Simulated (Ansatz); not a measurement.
Task: a single point in a Gaussian basis of C2H9AlSn, SMILES [CH3][SnH2][CH2][AlH2], with Ansatz's Python interface. Give the script and its output. Settings: B3LYP, def2-TZVP basis, multiplicity 1.

Contents of `c2h9alsn.xyz`:
```text
13

C    -1.75130    0.28330    1.00060
Sn   -0.36700   -1.12980    0.34640
C     1.49300   -0.16230    0.02460
Al    1.41860    1.21180   -1.40340
H    -1.44300    0.80140    1.90600
H    -1.92180    1.11480    0.19900
H    -2.74660   -0.16780    1.17760
H    -0.85880   -1.83420   -1.16050
H    -0.18970   -2.34360    1.61930
H     1.84940    0.33030    1.00230
H     2.27080   -0.91860   -0.24050
H     2.44810    1.18760   -2.55460
H    -0.18120    1.59250   -1.90190
```

`energy.py`:
```python
from pathlib import Path

import ansatz as az

mol = az.Crystal.molecule_from_extxyz("c2h9alsn.xyz")

calc = (
    mol.calculation()
    .basis(gaussian="def2-TZVP")
    .functional("b3lyp")
    .orbitals()
)
done = calc.run(runs_dir="runs")
data = done.report

for key in ("converged", "free_energy_ev", "reference_energy_ev", "n_frozen", "n_occupied", "n_virtual"):
    print(f"{key:22s} {data[key]}")

state = data["mean_field"]["state"]
print(f"mean field: {state['energy']['hartree']:.7f} Ha, <S^2> = {abs(state['spin_squared']):.4f}, stability: {state.get('stability', {}).get('kind')}")

lines = Path(data["orbitals_path"]).read_text().splitlines()
field_of = lambda key: [line.split("=")[1].strip() for line in lines if line.startswith(key)]
orbitals = [(27.211386 * float(e), s, float(n)) for e, s, n in zip(field_of("Ene="), field_of("Spin="), field_of("Occup="))]
homo = max(e for e, _, n in orbitals if n > 0.5)
lumo = min(e for e, _, n in orbitals if n < 0.5)
print(f"HOMO {homo:.3f} eV, LUMO {lumo:.3f} eV, gap {lumo - homo:.3f} eV")
```

```console
$ python energy.py
converged              True
free_energy_ev         -14651.818647444607
reference_energy_ev    -14651.818647444607
n_frozen               0
n_occupied             [28, 28]
n_virtual              [175, 175]
mean field: -538.4444039 Ha, <S^2> = 0.0000, stability: minimum
HOMO -7.375 eV, LUMO -2.250 eV, gap 5.126 eV
```

Total energies depend on the basis set; only differences at equal settings carry meaning. The geometry is a force-field or estimated start, not a minimum of this method, and the basis set is short of its limit. def2 sets replace the cores of elements past krypton by effective core potentials. b3lyp holds the VWN-RPA fit, as in Gaussian; the form of ORCA and Turbomole is b3lyp5. Levels such as HOMO and LUMO are orbital energies: with these approximate functionals they aren't the ionisation energy and electron affinity, and their gap isn't the fundamental gap. Finished in 13 s on 1 thread of Arm Neoverse V1, on a shared host, peak memory 0.55 GiB.
